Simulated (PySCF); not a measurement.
**GeF₃⁻: singlet, from a trigonal planar start**

Aim: relax GeF₃⁻ as a singlet from a trigonal planar start, check by its vibrations whether the end is a minimum, and collect its spectrum and constants.

The runs use PySCF 2.14.0; PBE0, basis Ge def2-SVPD, F def2-SVPD, no relativity, density fitting.

### 1 Starting geometry

4 atoms, charge -1, spin multiplicity 1.

Bond lengths: Ge1–F2 1.850 Å, Ge1–F3 1.850 Å, Ge1–F4 1.850 Å. Angles: F2–Ge1–F3 120.0°, F2–Ge1–F4 120.0°, F3–Ge1–F4 120.0°.

Coordinates in bohr (charge -1 multiplicity 1):
```
Ge    0.0000    0.0000    0.0000
F     3.4959    0.0000    0.0000
F    -1.7480    3.0276    0.0000
F    -1.7479   -3.0276    0.0000
```

### 2 Relaxing the singlet from the trigonal planar start

The steps below are one call of a driver around PySCF. For each, scf.py gives the equivalent set-up of the SCF; relaxations use the driver's own optimiser. Before each start the driver seeks the lowest SCF state from one or more starting densities and follows internal instabilities, so scf.py alone need not reach the same state.

The program finds D3h symmetry in the start, which this walk keeps. Threshold on the gradient: 0.0003 Eh/bohr, with a further test on the energy change.

Input file scf.py:

```python
from pyscf import gto, scf, dft
mol = gto.M(atom='''
Ge    -0.000000     0.000000    -0.000000
F      1.849973     0.000023    -0.000000
F     -0.925007     1.602112    -0.000000
F     -0.924966    -1.602135     0.000000''',
    basis={'Ge': 'def2-SVPD', 'F': 'def2-SVPD'},
    charge=-1, spin=0)
mf = dft.RKS(mol, xc='PBE0')
mf.grids.atom_grid = (50, 194)
aux = {'Ge': 'def2-universal-JKFIT', 'F': 'def2-universal-JKFIT'}
mf = mf.density_fit(auxbasis=aux)
mf.kernel()
```

Further steps of the session: Releasing the symmetry; Is it a minimum? Harmonic modes.

Before running it: what results should come out? Wanted: minimum; geometry; wavenumbers; dipole moment; highest occupied, lowest empty level; polar-tensor charge of Ge1; zero-point energy.

**Answer**, as computed:

```
                            quantity                                 value
                             minimum                          singlet, C3v
                            geometry  Ge–F 1.836 Å (×3); F–Ge–F 95.2° (×3)
                  wavenumbers (cm⁻¹)  204 (e), 266 (a1), 526 (e), 568 (a1)
      dipole moment (centre of mass)                                2.20 D
highest occupied, lowest empty level                        -2.07, 5.11 eV
          polar-tensor charge of Ge1                               +1.35 e
                   zero-point energy                           13.7 kJ/mol
                 entropy at 298.15 K                       299.3 J/(mol K)
```

What this shows: From D3h at the start the molecule goes to a C3v minimum. The strongest infrared band lies at 526 cm⁻¹ (e, stretch). Other starts or spin states, not run here, may lie lower.
